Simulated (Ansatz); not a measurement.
# La3Si2O: the cost of one run

Method: DFT PBE, scalar-relativistic, plane waves, PAW, in Ansatz 0.2.0.

### Step 1. The starting structure

Symmetry: Cmmm, No. 65, orthorhombic system. The conventional cell has a = 6.871 Å, b = 9.756 Å, c = 4.804 Å, α = 90.00°, β = 90.00°, γ = 90.00°. Around La (site symmetry 2/m) lie 4 La at 2.98 to 3.44 Å and 4 Si at 3.43 Å. La (site symmetry mmm) is surrounded by 2 O at 2.40 Å. Around Si (site symmetry 2mm) lie 1 O at 1.86 Å. O (site symmetry mmm) has 2 Si at 1.86 Å and 2 La at 2.40 Å in its first shell of neighbours.

As a file:

```
CELL_PARAMETERS angstrom
3.43568 -4.87801 0.00000
3.43568 4.87801 0.00000
0.00000 0.00000 4.80442
ATOMIC_POSITIONS crystal
La 0.00000 0.50000 0.00000
La 0.50000 0.00000 0.00000
La 0.50000 0.50000 0.00000
Si 0.77128 0.77128 0.50000
Si 0.22872 0.22872 0.50000
O 0.50000 0.50000 0.50000
```

Recipe of the guess: random cell by space group and Wyckoff sites (Cmmm, No. 65). The dimensions are guesses.

### Step 2. The guess as it stands, on a coarse mesh

Input file input.yaml:

```yaml
crystal:
  lattice:
    - [3.4356848, -4.87800867, 0.0]
    - [3.4356848, 4.87800867, 0.0]
    - [0.0, 0.0, 4.80442127]
  atoms:
    - { symbol: La, position: [0.0, 0.5, 0.0] }
    - { symbol: La, position: [0.5, 0.0, 0.0] }
    - { symbol: La, position: [0.5, 0.5, 0.0] }
    - { symbol: Si, position: [0.77128023, 0.77128023, 0.5] }
    - { symbol: Si, position: [0.22871977, 0.22871977, 0.5] }
    - { symbol: O, position: [0.5, 0.5, 0.5] }
basis:
  ecutwfc: 420
kpoints:
  mp_grid: { grid: [4, 4, 4] }
hamiltonian:
  xc: pbe
scf:
  occupations: { method: gaussian, width: 0.1 }
  lower_state_search: "off"
output:
  forces: true
  stress: true
  eigenvalues: true
```

Run with:

```bash
ansatz run input.yaml --threads 1 --pin off --max-ram 2560MiB --backend cpu --events-out ev --progress --plain --runs-dir out
```

What time and memory should one allow on 1 thread of Arm Neoverse V1, shared host?

About 9.1 s, with a peak of 0.42 GiB.
